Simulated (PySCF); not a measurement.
# The bond of NaBr+, level by level

An exercise on one series of results from a longer session: the logs are not shown, and one member is left open.

The runs use PySCF 2.14.0; Na cc-pVDZ, Br cc-pVDZ-PP with ECP10, scalar-relativistic core potentials.

The first run:

The job is set up so:

```
atoms                         : Na, Br
charge                        : 1
basis                         : Na cc-pVDZ, Br cc-pVDZ-PP with ECP10
Hamiltonian                   : scalar-relativistic core potentials
basis functions               : 41
electrons treated             : 35
masses in u                   : 22.9898, 78.9183
levels                        : PBE0, PBE, r²SCAN, MN15, PBEsol, BP86, CAM-B3LYP, HF, MP2, SCS-MP2, CCSD, CCSD(T)
grid                          : 80 radial by 434 angular points
occupations                   : held fixed by the projection of orbital angular momentum
dissociation limit            : Na+ + Br, each in its ground configuration
starting distance in angstrom : 2.790
values of 2S to try           : 1, 3
```

Run with:

```console
$ OMP_NUM_THREADS=1 python dia.py task.json out
```

Among the steps run: The job; PBE0 along the bond; Other states along the same grid; PBE; r²SCAN; MN15 (hybrid meta-GGA); PBEsol; BP86; CAM-B3LYP (range-separated hybrid); UHF; MP2 and coupled cluster.

One of the session's tables, all rows but one given; the rest of the session is left out.

It belongs to the step «Constants by level of theory». 

| level | Re (Å) | ωe (cm⁻¹) | De (eV) |
| --- | --- | --- | --- |
| UHF | 3.068 | 117.9 | 0.298 |
| UHF-MP2 | 3.048 | 126.8 | 0.348 |
| UHF-SCS-MP2 | 3.051 | 126.3 | 0.346 |
| UHF-CCSD | 3.047 | 127.7 | 0.353 |
| UHF-CCSD(T) | 3.045 | 128.6 | 0.359 |
| PBE | 2.998 | 132.5 | 0.405 |
| PBEsol | 2.988 | 132.3 | 0.398 |
| BP86 | 3.046 | 121.7 | 0.338 |
| r²SCAN | ? | ? | ? |
| PBE0 | 2.998 | 130.0 | 0.366 |
| MN15 | 3.031 | 130.0 | 0.390 |
| CAM-B3LYP | 2.961 | 136.6 | 0.403 |

Estimate the missing values for r²SCAN.

As computed: Re (Å): 3.014; ωe (cm⁻¹): 126.0; De (eV): 0.348. In the column «Re (Å)» it lies between PBE0 (2.998) and MN15 (3.031).

De is counted to Na+ + Br in their ground configurations.
